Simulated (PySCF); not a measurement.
# [TiS2]-: structure of the quartet

Computed with PySCF 2.14.0. Level: B3LYP, basis Ti def2-SVPD, S def2-SVPD, no relativity, density fitting.

## (1) The system as given

3 atoms, charge -1, spin multiplicity 4.

Bond lengths: Ti1–S2 2.462 Å, S2–S3 2.047 Å. Angles: Ti1–S2–S3 119.9°.

```xyz
3
charge -1 multiplicity 4
Ti    0.0000    0.0000    0.0000
S     0.0000    0.0000    2.4617
S     1.7748    0.0000    3.4817
```

## (2) First SCF at the start

The steps below are one call of a driver around PySCF. For each, scf.py gives the equivalent set-up of the SCF; relaxations use the driver's own optimiser. After this first run the driver tries any further starts and a stability analysis.

File scf.py:

```python
from pyscf import gto, scf, dft
mol = gto.M(atom='''
Ti     0.000000     0.000000     0.000000
S      0.000000     0.000000     2.461700
S      1.774800     0.000000     3.481700''',
    basis={'Ti': 'def2-SVPD', 'S': 'def2-SVPD'},
    charge=-1, spin=3)
mf = dft.UKS(mol, xc='B3LYP')
mf.grids.atom_grid = (50, 194)
aux = {'Ti': 'def2-universal-JKFIT', 'S': 'def2-universal-JKFIT'}
mf = mf.density_fit(auxbasis=aux)
mf.conv_tol = 1e-08
mf.diis_space = 10
mf.max_cycle = 60
mf.init_guess = 'minao'
mf.verbose = 4
mf.kernel()
```

Launch:

```bash
$ OMP_NUM_THREADS=2 python axn.py task.json out
```

**Question.** How long does this step take on 2 threads of Arm Neoverse N1, shared host?

About 31 s, with a peak of 0.38 GiB.
